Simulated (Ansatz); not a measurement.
# Si₂H₆ + HF + NH₃: a complex and its separated parts

Aim: how far the complex at one end of a reaction step lies below its separated, relaxed parts, level by level.

Program: Ansatz 0.2.0, Gaussian basis. Level of theory: PBE0-D4/def2-TZVP structures, single points in def2-TZVPP, no counterpoise correction. These are calculated values, not measurements.

Levels: SPW92, PBE-D4, BLYP-D4, r2SCAN-D4, B97M-V, PBE0-D4, B3LYP-D4, r2SCAN0-D4, BHLYP-D4, CAM-B3LYP-D4, wB97X-V, wB97M-V, B2PLYP, PBE-QIDH, RPA on PBE, Hartree-Fock, MP2, CCSD, CCSD(T).

Cores are frozen in the correlated methods. B3LYP uses VWN-RPA correlation. B2PLYP carries no dispersion term here.

113 further runs of the same task are left out: 113 set aside as unsound or not needed.

## Step 1: The starting structure

The complex: 14 atoms, charge 0, spin multiplicity 1.

Atoms are counted from 1 here; the program's logs count them from 0.

Bond lengths: Si1–H2 1.490 Å, Si1–H3 1.483 Å, Si1–H4 1.492 Å, Si1–Si5 2.343 Å, Si5–H10 1.492 Å, Si5–H11 1.490 Å, Si5–H12 1.483 Å, H6–F7 0.977 Å, H8–N9 1.013 Å, N9–H13 1.013 Å, N9–H14 1.013 Å. Angles: H2–Si1–H3 109.2°, H2–Si1–H4 106.4°, H2–Si1–Si5 110.6°, H3–Si1–H4 108.0°, H3–Si1–Si5 112.3°, H4–Si1–Si5 110.0°, Si1–Si5–H10 109.9°, Si1–Si5–H11 110.6°, Si1–Si5–H12 112.3°, H10–Si5–H11 106.5°, H10–Si5–H12 108.0°, H11–Si5–H12 109.3°, H8–N9–H13 107.7°, H8–N9–H14 108.0°, H13–N9–H14 108.1°.

As a file:

```mol
FH10NSi2
  3D, bonds by distance, orders not assigned

 14 11  0  0  0  0  0  0  0  0999 V2000
   -0.7468   -1.2621    1.2727 Si  0  0
    0.6324   -0.7735    1.5551 H   0  0
   -0.6707   -2.6069    0.6521 H   0  0
   -1.4239   -1.4009    2.5949 H   0  0
   -1.9088    0.2715   -0.0648 Si  0  0
    1.1452   -0.1513   -1.1775 H   0  0
    0.5131   -0.8577   -1.4153 F   0  0
    2.1975    0.9459    0.3128 H   0  0
    2.0955    1.0153   -0.6931 N   0  0
   -3.0887    0.8024    0.6781 H   0  0
   -1.0487    1.4448   -0.3865 H   0  0
   -2.3965   -0.3385   -1.3256 H   0  0
    1.6794    1.9157   -0.8992 H   0  0
    3.0210    0.9951   -1.1038 H   0  0
  1  2  8  0
  1  3  8  0
  1  4  8  0
  1  5  8  0
  5 10  8  0
  5 11  8  0
  5 12  8  0
  6  7  8  0
  8  9  8  0
  9 13  8  0
  9 14  8  0
M  END
```

Its parts: Si₂H₆ holds atoms 1, 2, 3, 4, 5, 10, 11, 12; HF holds atoms 6, 7; NH₃ holds atoms 8, 9, 13, 14. Each part counts its atoms afresh in its own runs.

## Step 2: Relaxing Si₂H₆ alone

The input, relax-a/in.yaml:

```yaml
crystal:
  periodic: [false, false, false]
  atoms:
    - {symbol: Si, position_ang: [-0.746848, -1.262063, 1.272727]}
    - {symbol: H, position_ang: [0.632393, -0.773452, 1.555075]}
    - {symbol: H, position_ang: [-0.670669, -2.606884, 0.652094]}
    - {symbol: H, position_ang: [-1.423898, -1.400889, 2.594911]}
    - {symbol: Si, position_ang: [-1.908791, 0.271521, -0.064792]}
    - {symbol: H, position_ang: [-3.088698, 0.802385, 0.678099]}
    - {symbol: H, position_ang: [-1.048702, 1.444770, -0.386494]}
    - {symbol: H, position_ang: [-2.396536, -0.338525, -1.325595]}
basis:
  gaussian: {orbitals: def2-TZVP}
hamiltonian: {xc: pbe0, dispersion: d4}
relax: {f_tol: 0.005, max_steps: 200}
```

Launch:

```console
$ ansatz run in.yaml --threads 8 --pin off --events-out ev --progress --plain --max-ram 19148MiB
```

Further steps of the session: Relaxing HF alone; Relaxing NH₃ alone; SPW92/def2-TZVPP; PBE-D4/def2-TZVPP; BLYP-D4/def2-TZVPP; r2SCAN-D4/def2-TZVPP; B97M-V/def2-TZVPP; PBE0-D4/def2-TZVPP; B3LYP-D4/def2-TZVPP; r2SCAN0-D4/def2-TZVPP; BHLYP-D4/def2-TZVPP; CAM-B3LYP-D4/def2-TZVPP; wB97X-V/def2-TZVPP; wB97M-V/def2-TZVPP; B2PLYP/def2-TZVPP; PBE-QIDH/def2-TZVPP; RPA on PBE/def2-TZVPP; CCSD(T)/def2-TZVPP; Vibrations of Si₂H₆; Vibrations of HF; Vibrations of NH₃.

Q: Predict the outcome of this session. Wanted: complex less parts, CCSD(T)/def2-TZVPP; with zero-point energy; largest T1 diagnostic.

The runs gave:

| quantity | value |
| --- | --- |
| complex less parts, CCSD(T)/def2-TZVPP | -0.681 eV |
| with zero-point energy | -0.510 eV |
| largest T1 diagnostic | 0.013 |

What this shows: At CCSD(T) the complex lies 0.681 eV below its parts. Among the functionals B2PLYP lands nearest to CCSD(T) (+0.006 eV) and SPW92 farthest (-0.508 eV). Mean unsigned error by rung: LDA 0.508, GGA 0.147, meta-GGA 0.115, hybrid 0.102, range-separated hybrid 0.116, double hybrid 0.017 eV. PBE-D4 gives a relative energy 0.182 eV too low, outside chemical accuracy (1 kcal/mol, 0.043 eV). No counterpoise was applied, and triple zeta lacks some correlation, so the CCSD(T) reference has a basis error of its own, and close matches with it are partly luck.
